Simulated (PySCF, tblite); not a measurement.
**C6H14AlN: geometry, infrared bands and NMR shifts**

Aim: predict the infrared bands and NMR shifts of C6H14AlN (`CC(C)(C)CC#[N+][AlH3-]`).

Computed with tblite 0.8.0 and PySCF 2.14.0, with density-fitted response routines of our own, on a single molecule in the gas phase. Atoms count from 0, in the outputs and in this text.

## (1) The starting structure

22 atoms, charge 0, multiplicity 1; geometry from: force field or distance geometry start.

Bonds of the start (Å): C0–C1 1.53, C1–C2 1.51, C1–C3 1.53, C1–C4 1.47, C4–C5 1.46, C5–N6 1.17, N6–Al7 1.89, C0–H8 1.11, C0–H9 1.10, C0–H10 1.11, C2–H11 1.12, C2–H12 1.10, C2–H13 1.11, C3–H14 1.12, C3–H15 1.11, C3–H16 1.10, C4–H17 1.13, C4–H18 1.11, Al7–H19 1.57, Al7–H20 1.60, Al7–H21 1.62.

## (2) Relaxing the molecule with GFN2-xTB

Job settings and geometry (Å):

```
{"job": {"kind": "relax", "xc": "GFN2-xTB", "basis": "xTB"}, "charge": 0, "multiplicity": 1}
C     -0.991000    -1.321000     0.137600
C     -1.118400     0.202500     0.134900
C     -0.827400     0.788800     1.492700
C     -2.563800     0.490800    -0.283900
C     -0.292900     0.701600    -0.978800
C      1.089000     0.274300    -0.776600
N      2.201200    -0.047000    -0.613000
Al     4.007600    -0.548100    -0.345700
H     -1.877500    -1.695500     0.697000
H     -0.042700    -1.661300     0.580500
H     -1.031900    -1.610600    -0.935400
H     -1.652200     1.506200     1.755200
H      0.125400     1.327900     1.449000
H     -0.828500     0.041700     2.317200
H     -2.812800    -0.191300    -1.131800
H     -2.563400     1.550800    -0.608100
H     -3.198300     0.296300     0.595100
H     -0.721200     0.216200    -1.906900
H     -0.384800     1.795300    -1.147100
H      4.062500    -1.553400     0.864400
H      4.839900     0.776500    -0.034000
H      4.570600    -1.321400    -1.648500
```

The run is started by

```
> OMP_NUM_THREADS=1 python probes_run.py task.json out
```

The driver reads the jobs from task.json and runs them one after another.

**Question.** This job is followed by: GFN2-xTB harmonic vibrations, gas phase; GIAO PBE0/pcSseg-1 NMR shielding, non-relativistic, gas phase. What will the session give for the following? strongest single infrared mode (GFN2-xTB); zero-point energy (GFN2-xTB); ¹³C shifts against TMS (PBE0/pcSseg-1, means over atoms taken as alike); ¹H shifts against TMS (PBE0/pcSseg-1, means over atoms taken as alike); ¹⁵N shifts against NH3 (PBE0/pcSseg-1); ²⁷Al shifts against AlH4- (PBE0/pcSseg-1).

The runs gave:

| quantity | value |
| --- | --- |
| strongest single infrared mode (GFN2-xTB) | 751 cm⁻¹, 642 km/mol |
| zero-point energy (GFN2-xTB) | 110.3 kcal/mol |
| ¹³C shifts against TMS (PBE0/pcSseg-1, means over atoms taken as alike) | 139.5, 39.2, 31.6, 31.6 ppm |
| ¹H shifts against TMS (PBE0/pcSseg-1, means over atoms taken as alike) | 4.22, 2.33, 1.35 ppm |
| ¹⁵N shifts against NH3 (PBE0/pcSseg-1) | 246.0 ppm |
| ²⁷Al shifts against AlH4- (PBE0/pcSseg-1) | 55.5 ppm |

**Reading.** Over 205 steps the energy fell by 1.092 eV; of the close pairs, N6–Al7 changed most, 1.894 to 1.989 Å. No mode is imaginary among the 60: a minimum at this level. The strongest single mode, at 751 cm⁻¹, moves mainly H19 and H21. GFN2-xTB is a fitted tight-binding method: band positions and strengths are rough. Its intensities can rank the bands wrongly. At PBE0/pcSseg-1: The widest tensor belongs to N6: span 432 ppm, with a paramagnetic part of -318 ppm.
